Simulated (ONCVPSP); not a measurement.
# V: generating and testing an ONCV potential

Aim: build the potential from the settings below, then test how well it stands in for the atom: other configurations, scattering, ghost states and the plane-wave cutoff that it needs.

Program: ONCVPSP 4.0.1. Reference atom: PBEsol, scalar-relativistic, spherical and spin-unpolarised. All values are calculated.

**1. Starting point**

The settings as typed:

```json
{
  "element": "vanadium (V, Z = 23)",
  "type": "optimised norm-conserving Vanderbilt (ONCV)",
  "frozen core": "[Ne] 3s2",
  "valence charge": "11",
  "reference configuration": "3p6 3d2 (charge +3)",
  "partial waves": "s scattering state at 0.14 Ha: rc 2.05 bohr, ncon 4, nbas 7, qcut 2.9 1/bohr, 3 projectors, debl 3.1 Ha; 3p: rc 1.40 bohr, ncon 3, nbas 6, qcut 11.8 1/bohr, 3 projectors, debl 2.5 Ha; 3d: rc 2.10 bohr, ncon 4, nbas 8, qcut 8.2 1/bohr, 3 projectors, debl 2.3 Ha",
  "local potential": "polynomial inside 1.10 bohr (lpopt 5, dvloc0 6 Ha)",
  "core correction": "not asked for"
}
```

The nodes and maxima of the atom's own shells, from an earlier all-electron run, set the scale for the radii.

All-electron outer shells of the reference configuration (PBEsol, scalar-relativistic, ld1.x):

```json
{"shell": "3p", "level (eV)": "-77.16", "outermost node (bohr)": "0.35", "outermost maximum (bohr)": "0.84"}
{"shell": "3d", "level (eV)": "-36.91", "outermost node (bohr)": "–", "outermost maximum (bohr)": "0.85"}
{"shell": "4s", "level (eV)": "-27.47", "outermost node (bohr)": "1.13", "outermost maximum (bohr)": "2.29"}
{"shell": "4p", "level (eV)": "-21.56", "outermost node (bohr)": "1.22", "outermost maximum (bohr)": "2.59"}
```

**2. Generating the potential**

Contents of V.dat:

```
# ATOM AND REFERENCE CONFIGURATION
# atsym  z   nc   nv     iexc    psfile
  V 23.00    4    2  -116133      upf
#
#   n    l    f
    1    0    2.00
    2    0    2.00
    2    1    6.00
    3    0    2.00
    3    1    6.00
    3    2    2.00
#
# PSEUDOPOTENTIAL AND OPTIMIZATION
# lmax
    2
#
#   l,   rc,      ep,       ncon, nbas, qcut
    0    2.05    0.14    4    7    2.90
    1    1.40    0.00    3    6   11.80
    2    2.10    0.00    4    8    8.20
#
# LOCAL POTENTIAL
# lloc, lpopt,  rc(5),   dvloc0
    4    5    1.10    6.00
#
# VANDERBILT-KLEINMAN-BYLANDER PROJECTORs
# l, nproj, debl
    0    3    3.10
    1    3    2.50
    2    3    2.30
#
# MODEL CORE CHARGE
# icmod, fcfact, rcfact
    0    0.00    0.00
#
# LOG DERIVATIVE ANALYSIS
# epsh1, epsh2, depsh
   -4.00    5.00    0.02
#
# OUTPUT GRID
# rlmax, drl
    6.00    0.01
#
# TEST CONFIGURATIONS
# ncnf
    4
# nvcnf
#   n    l    f
    3
    3    1    6.00
    3    2    3.00
    4    0    2.00
#
    3
    3    1    6.00
    3    2    3.00
    4    0    1.00
#
    2
    3    1    6.00
    3    2    3.00
#
    3
    3    1    6.00
    3    2    3.50
    4    0    1.50
#
```

Started as:

```bash
oncvpsp.x < V.dat > V.out
```

Before running it: what results should come out? Wanted: cutoffs for 1 and 0.1 mHa per electron, occupied waves; bound ghosts; GHOST(+) flags; largest test error; largest phase difference near zero energy, channels read; projector energies reset by the program.

The runs gave:

| quantity | value |
| --- | --- |
| cutoffs for 1 and 0.1 mHa per electron, occupied waves | 24 Ha and 28 Ha |
| bound ghosts | s at -8.11 eV |
| GHOST(+) flags | s at 163 eV (1 near or above the test basis's cutoff) |
| largest test error (AE − PS) | +170 meV, for 3p6 3d3 (3 tests unsolved) |
| largest phase difference near zero energy, channels read | 3.141 rad |
| projector energies reset by the program | s: 0.050, 3.150, 6.250 Ha; p: -2.836, 0.250, 2.750 Ha |

It has a bound ghost (s), a state that the atom doesn't have, and that rules the file out. The worst unpolarised test, 3p6 3d3, is off by 170 meV on 28.8 eV; by total energies transferability rates as poor. Of the tests 3 gave no usable energy difference, which is a warning in itself. The potential is of middling hardness: the looser tolerance needs 24 Ha. Of the channels read, s scatters worst near zero energy, by up to 3.14 rad. A step near π is an extra or missing state, not a misfit of shape. The pseudo curves have a pole with no partner nearby in the atom's: s at -0.30 Ha. The program also flags highly localised states, GHOST(+) (s). All of this concerns the isolated atom, not yet a solid.
